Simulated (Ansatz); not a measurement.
# CH6S2Si: the cost of one run

All numbers below are computed with Ansatz 0.2.0 (RKS PBE0-D4/6-31G*).

## Step 1: Starting point

Bond lengths: Si1–S2 2.089 Å, S2–C3 1.796 Å, C3–S4 1.878 Å, Si1–H5 1.491 Å, Si1–H6 1.553 Å, Si1–H7 1.486 Å, C3–H8 1.121 Å, C3–H9 1.039 Å, S4–H10 1.308 Å. Angles: Si1–S2–C3 101.5°, S2–Si1–H5 110.8°, S2–Si1–H6 109.3°, S2–Si1–H7 111.5°, H5–Si1–H6 107.6°, H5–Si1–H7 110.1°, H6–Si1–H7 107.4°, S2–C3–S4 110.8°, S2–C3–H8 107.0°, S2–C3–H9 112.8°, S4–C3–H8 102.8°, S4–C3–H9 114.1°, H8–C3–H9 108.6°, C3–S4–H10 94.8°.

Coordinates:

```xyz
10

Si   -1.2935    1.0893   -0.3715
S     0.1214    0.5642    1.0731
C     0.6045   -1.0755    0.5229
S     2.0129   -0.9756   -0.7159
H    -2.3552    0.0474   -0.4757
H    -1.9805    2.4195    0.0413
H    -0.6605    1.3093   -1.6979
H     1.0807   -1.5883    1.3982
H    -0.2021   -1.6463    0.2021
H     2.7554   -0.1952    0.0263
```

## Step 2: Preparing the start

File input.yaml:

```yaml
crystal:
  periodic: [false, false, false]
  atoms:
    - { symbol: Si, position_ang: [-1.2935, 1.0893, -0.3715] }
    - { symbol: S, position_ang: [0.1214, 0.5642, 1.0731] }
    - { symbol: C, position_ang: [0.6045, -1.0755, 0.5229] }
    - { symbol: S, position_ang: [2.0129, -0.9756, -0.7159] }
    - { symbol: H, position_ang: [-2.3552, 0.0474, -0.4757] }
    - { symbol: H, position_ang: [-1.9805, 2.4195, 0.0413] }
    - { symbol: H, position_ang: [-0.6605, 1.3093, -1.6979] }
    - { symbol: H, position_ang: [1.0807, -1.5883, 1.3982] }
    - { symbol: H, position_ang: [-0.2021, -1.6463, 0.2021] }
    - { symbol: H, position_ang: [2.7554, -0.1952, 0.0263] }
basis:
  gaussian: { orbitals: "6-31G*" }
hamiltonian:
  xc: pbe0
  dispersion: d4
relax:
  f_tol: 0.02
  max_steps: 40
```

Started as:

```sh
ansatz run input.yaml --threads 1 --pin off --max-ram 2048MiB --backend cpu --events-out ev --progress --plain --runs-dir out
```

**Question.** How long does this run take on 1 thread of Arm Neoverse V1, shared host, and how much memory does it need?

About 57 s, with a peak of 0.18 GiB.
